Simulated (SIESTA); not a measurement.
Wanted: the native input for a SIESTA 5.4.2 run.

* Task: relaxation of cell and atoms
* Functional: PBE
* Potentials or basis: PseudoDojo 0.4 standard (PBE files)
* Basis: DZP (energy shift 0.003 Ry; two zetas on semicore shells)
* Grid cutoff: 800 Ry
* Energy shift: 0.003 Ry
* k mesh: 8 × 8 × 5
* Occupations: fermi-dirac, width 0.05 eV
* Spin: collinear spin, ferromagnetic start
* Starting moments: [1.0, 1.0, 0.0, 0.6, 0.0] μB
* optimiser: CG
* force tolerance: 0.04 eV/Å
* MPI ranks: 4

Crystal: NiMoIrPdW.

```
Ni Mo Pd Ir W
1.0
     4.11705    0.00000    0.00000
    -2.05853    3.56547    0.00000
     0.00000    0.00000    5.44580
Ni Mo Pd Ir W
1 1 1 1 1
Cartesian
  0.0000 0.0000 5.2157
  2.0585 1.1885 5.2367
  2.0585 1.1885 2.5211
  0.0000 2.3770 3.9521
  0.0000 2.3770 1.2875
```

The cell was built by a generator and needn't be a form met in nature.

The input as run:

NiMoIrPdW.fdf

```
SystemName                      NiMoIrPdW
SystemLabel                     NiMoIrPdW
NumberOfSpecies                 5
NumberOfAtoms                   5
%block ChemicalSpeciesLabel
  1  28 Ni
  2  42 Mo
  3  46 Pd
  4  77 Ir
  5  74 W
%endblock ChemicalSpeciesLabel

LatticeConstant                 1.0 Ang
%block LatticeVectors
     4.1170500000     0.0000000000     0.0000000000
    -2.0585300000     3.5654700000     0.0000000000
     0.0000000000     0.0000000000     5.4458000000
%endblock LatticeVectors
AtomicCoordinatesFormat         Fractional
%block AtomicCoordinatesAndAtomicSpecies
     0.0000000000     0.0000000000     0.9577500000  1  Ni
     0.6666700000     0.3333300000     0.9616100000  2  Mo
     0.6666700000     0.3333300000     0.4629500000  3  Pd
     0.3333300000     0.6666700000     0.7257200000  4  Ir
     0.3333300000     0.6666700000     0.2364200000  5  W
%endblock AtomicCoordinatesAndAtomicSpecies

%block kgrid.MonkhorstPack
    8   0   0  0.0
    0   8   0  0.0
    0   0   5  0.0
%endblock kgrid.MonkhorstPack
XC.Functional                   GGA
XC.Authors                      PBE
PAO.BasisSize                   DZP
PAO.EnergyShift                 0.003 Ry
Mesh.Cutoff                     800 Ry
Spin                            polarized
%block DM.InitSpin
    1   1.000
    2   1.000
    3   0.000
    4   0.600
    5   0.000
%endblock DM.InitSpin
OccupationFunction              FD
ElectronicTemperature           0.05 eV
MaxSCFIterations                200
SCF.MustConverge                false
SCF.Mixer.Method                Pulay
SCF.Mixer.Weight                0.1
SCF.Mixer.History               10
SCF.DM.Tolerance                5.0e-05
SCF.H.Tolerance                 1.0e-03 eV
WriteForces                     true
Charge.Mulliken                 end
MD.TypeOfRun                    CG
MD.Steps                        40
MD.MaxForceTol                  0.04 eV/Ang
MD.MaxDispl                     0.1 Ang
WriteCoorStep                   true
AtomCoorFormatOut               Fractional
MD.VariableCell                 true
MD.MaxStressTol                 0.1 GPa
%block PAO.Basis
  Ni 5
  n=3 0 2
    2.432 0.000
  n=4 0 2
    7.095 0.000
  n=3 1 2
    2.716 0.000
  n=4 1 1
    7.095
  n=3 2 2
    4.466 0.000
  Mo 5
  n=4 0 2
    3.234 0.000
  n=5 0 2
    8.986 0.000
  n=4 1 2
    3.729 0.000
  n=5 1 1
    8.986
  n=4 2 2
    6.762 0.000
  Pd 5
  n=4 0 2
    2.822 0.000
  n=5 0 2
    8.721 0.000
  n=4 1 2
    3.234 0.000
  n=5 1 1
    8.721
  n=4 2 2
    5.877 0.000
  Ir 5
  n=5 0 2
    2.793 0.000
  n=6 0 2
    6.789 0.000
  n=5 1 2
    3.326 0.000
  n=6 1 1
    6.789
  n=5 2 2
    5.613 0.000
  W 5
  n=5 0 2
    3.045 0.000
  n=6 0 2
    7.641 0.000
  n=5 1 2
    3.655 0.000
  n=6 1 1
    7.641
  n=5 2 2
    6.655 0.000
%endblock PAO.Basis
Diag.ParallelOverK              true
```

Potentials or basis: PseudoDojo 0.4 standard (PBE files), DZP (energy shift 0.003 Ry; two zetas on semicore shells).

Launch:

```sh
$ mpirun -n 4 siesta NiMoIrPdW.fdf > NiMoIrPdW.out 2>&1
```

Results of the run:

* Relaxed volume: 16.17 Å³/atom
* Relaxed cell: a = 4.127 Å, b = 4.127 Å, c = 5.480 Å, α = 90.00°, β = 90.00°, γ = 120.00°
* Space group after relaxing (to 0.05 Å): P3m1 (No. 156)
* Energy gained by relaxing: 1.9 meV/atom
* Ionic steps: 7
* Pressure after relaxing: 0.0 GPa
* Largest force after relaxing: 0.009 eV/Å
* Band gap on the k mesh: none (metal or under the smearing width)
* Net moment: 0.00 μB per cell

Caveat: short orbitals over semicore shells can move pressures by several GPa; the valence orbitals were made in a potential fitted to the semicore shell under them, which widens gaps by tenths of an eV or more; the basis of atomic orbitals isn't converged, which shifts pressures, moduli and gaps.

Run time: 12 min on 4 MPI ranks on AMD EPYC 7R43 64-Core Processor (Zen 3), with other jobs on the host, peak memory 0.41 GiB a rank.
